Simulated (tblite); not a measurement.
# C6H11NOSi: the cost of one run

The runs use tblite 0.8.0 and PySCF 2.14.0, with density-fitted response routines of our own; the level of theory stands in each step. All values are computed, except where a source is named. Atoms are numbered from 0 throughout.

## 1. The starting structure

20 atoms, charge 0, multiplicity 1; geometry from: force field or distance geometry start.

Bonds of the start (Å): C0–O1 1.39, O1–C2 1.39, C2–Si3 1.88, Si3–N4 1.79, N4–C5 1.35, C5–C6 1.39, C6–C7 1.38, C7–C8 1.40, C8–N4 1.34, C0–H9 1.12, C0–H10 1.10, C0–H11 1.13, C2–H12 1.11, C2–H13 1.10, Si3–H14 1.45, Si3–H15 1.48, C5–H16 1.08, C6–H17 1.10, C7–H18 1.10, C8–H19 1.06.

## 2. Optimising the geometry with GFN2-xTB

What the job is given:

```
{"job": {"kind": "relax", "xc": "GFN2-xTB", "basis": "xTB"}, "charge": 0, "multiplicity": 1}
C      3.352600     0.621000    -0.321700
O      2.670900     0.103300     0.770800
C      1.622000    -0.717800     0.373300
Si     0.482800     0.390800    -0.631700
N     -1.240400     0.091300    -0.238900
C     -1.645300    -0.957300     0.512900
C     -3.034400    -0.896100     0.616200
C     -3.462600     0.205800    -0.086200
C     -2.316200     0.797200    -0.619000
H      3.720200    -0.261200    -0.902300
H      4.203400     1.265200    -0.064600
H      2.672800     1.230500    -0.984000
H      1.932700    -1.524100    -0.321100
H      1.111900    -1.217300     1.205800
H      0.674100     0.154700    -2.053400
H      0.751700     1.829300    -0.389800
H     -1.044400    -1.721000     0.984300
H     -3.678800    -1.604600     1.166500
H     -4.503200     0.545000    -0.211700
H     -2.274900     1.676000    -1.218000
```

The run is started by

```bash
OMP_NUM_THREADS=1 python probes_run.py task.json out
```

The driver reads the jobs from task.json and runs them one after another.

Q: Estimate the wall time of this first job on 1 thread of Arm Neoverse N1, shared host.

About 1.5 s.
